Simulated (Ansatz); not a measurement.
# Si₅GeH₁₄: basis-set convergence

One table from this session's results is given with a row withheld; the runs are named, their logs left out.

The runs use Ansatz 0.2.0, Gaussian basis; one geometry, several basis sets.

Levels to be run: PBE0-D4/def2-SVP; ωB97M-V/def2-SVP; PBE0-D4/def2-QZVPP; ωB97M-V/def2-QZVPP; the functionals' def2-TZVPP values are taken from earlier runs.

## Structure used throughout

An earlier PBE0-D4 in a triple-zeta def2 set relaxation fixed the geometry.

SMILES `[SiH3][SiH2][SiH2][SiH2][GeH2][SiH3]`, 20 atoms, charge 0, spin multiplicity 1.

Atoms are counted from 1 here; the program's logs count them from 0.

Bond lengths: Si1–Si2 2.339 Å, Si1–H7 1.488 Å, Si1–H8 1.487 Å, Si1–H9 1.488 Å, Si2–Si3 2.337 Å, Si2–H10 1.490 Å, Si2–H11 1.490 Å, Si3–Si4 2.337 Å, Si3–H12 1.490 Å, Si3–H13 1.490 Å, Si4–Ge5 2.385 Å, Si4–H14 1.490 Å, Si4–H15 1.489 Å, Ge5–Si6 2.381 Å, Ge5–H16 1.542 Å, Ge5–H17 1.542 Å, Si6–H18 1.486 Å, Si6–H19 1.486 Å and more. Angles: Si2–Si1–H7 109.4°, Si2–Si1–H8 111.7°, Si2–Si1–H9 109.8°, H7–Si1–H8 108.9°, H7–Si1–H9 108.2°, H8–Si1–H9 108.7°, Si1–Si2–Si3 109.1°, Si1–Si2–H10 109.9°, Si1–Si2–H11 109.9°, Si3–Si2–H10 108.5°, Si3–Si2–H11 111.2°, H10–Si2–H11 108.2°, Si2–Si3–Si4 108.9°, Si2–Si3–H12 109.8°, Si2–Si3–H13 110.4°, Si4–Si3–H12 110.4°, Si4–Si3–H13 109.1°, H12–Si3–H13 108.4° and more.

Coordinates:

```mol
GeH14Si5
  3D, bonds by distance, orders not assigned

 20 19  0  0  0  0  0  0  0  0999 V2000
   -1.5504   -0.8010    2.0092 Si  0  0
   -1.3363   -1.7380   -0.1230 Si  0  0
    0.9211   -2.1751   -0.5417 Si  0  0
    2.1430   -0.2083   -0.2220 Si  0  0
    1.1447    1.5909   -1.4281 Ge  0  0
   -0.6328    2.6506   -0.2512 Si  0  0
   -1.2245   -1.8288    3.0347 H   0  0
   -2.9277   -0.2959    2.2534 H   0  0
   -0.5938    0.3284    2.1630 H   0  0
   -1.8300   -0.7784   -1.1500 H   0  0
   -2.1530   -2.9807   -0.2164 H   0  0
    1.4069   -3.2428    0.3776 H   0  0
    1.1078   -2.6417   -1.9444 H   0  0
    3.5489   -0.3923   -0.6798 H   0  0
    2.1704    0.1347    1.2269 H   0  0
    2.2178    2.6562   -1.7303 H   0  0
    0.6263    1.0690   -2.7828 H   0  0
   -0.1598    3.0812    1.0906 H   0  0
   -1.7836    1.7256   -0.0798 H   0  0
   -1.0952    3.8461   -1.0059 H   0  0
  1  2  8  0
  2  3  8  0
  3  4  8  0
  4  5  8  0
  5  6  8  0
  1  7  8  0
  1  8  8  0
  1  9  8  0
  2 10  8  0
  2 11  8  0
  3 12  8  0
  3 13  8  0
  4 14  8  0
  4 15  8  0
  5 16  8  0
  5 17  8  0
  6 18  8  0
  6 19  8  0
  6 20  8  0
M  END
```

Set-up of the first run:

Input file in.yaml:

```yaml
crystal:
  periodic: [false, false, false]
  atoms:
    - {symbol: Si, position_ang: [-1.550355, -0.800980, 2.009194]}
    - {symbol: Si, position_ang: [-1.336308, -1.738034, -0.122982]}
    - {symbol: Si, position_ang: [0.921137, -2.175051, -0.541663]}
    - {symbol: Si, position_ang: [2.143047, -0.208289, -0.222046]}
    - {symbol: Ge, position_ang: [1.144658, 1.590900, -1.428146]}
    - {symbol: Si, position_ang: [-0.632802, 2.650622, -0.251162]}
    - {symbol: H, position_ang: [-1.224467, -1.828824, 3.034749]}
    - {symbol: H, position_ang: [-2.927715, -0.295902, 2.253396]}
    - {symbol: H, position_ang: [-0.593775, 0.328409, 2.162977]}
    - {symbol: H, position_ang: [-1.829970, -0.778358, -1.149963]}
    - {symbol: H, position_ang: [-2.153016, -2.980668, -0.216400]}
    - {symbol: H, position_ang: [1.406856, -3.242760, 0.377595]}
    - {symbol: H, position_ang: [1.107844, -2.641694, -1.944416]}
    - {symbol: H, position_ang: [3.548917, -0.392286, -0.679831]}
    - {symbol: H, position_ang: [2.170425, 0.134720, 1.226911]}
    - {symbol: H, position_ang: [2.217801, 2.656226, -1.730290]}
    - {symbol: H, position_ang: [0.626285, 1.069025, -2.782833]}
    - {symbol: H, position_ang: [-0.159836, 3.081234, 1.090638]}
    - {symbol: H, position_ang: [-1.783555, 1.725641, -0.079843]}
    - {symbol: H, position_ang: [-1.095169, 3.846089, -1.005886]}
basis:
  gaussian: {orbitals: def2-SVP}
hamiltonian: {xc: pbe0, dispersion: d4}
output: {orbitals: {seedname: orbitals}}
```

Among the steps run: PBE0-D4 in def2-SVP; ωB97M-V in def2-SVP; PBE0-D4 in def2-QZVPP; ωB97M-V in def2-QZVPP.

One of the session's tables, all rows but one given; the rest of the session is left out.

It belongs to the step «Functionals by basis». 

| functional | basis | HOMO (eV) |
| --- | --- | --- |
| PBE0-D4 | def2-SVP | -7.85 |
| PBE0-D4 | def2-TZVPP | -7.78 |
| PBE0-D4 | def2-QZVPP | -7.78 |
| ωB97M-V | def2-SVP | ? |
| ωB97M-V | def2-TZVPP | -9.71 |
| ωB97M-V | def2-QZVPP | -9.70 |

Q: Estimate the row for ωB97M-V, def2-SVP from the others.

The run gave: HOMO (eV): -9.73. In the column «HOMO (eV)» it is the lowest.
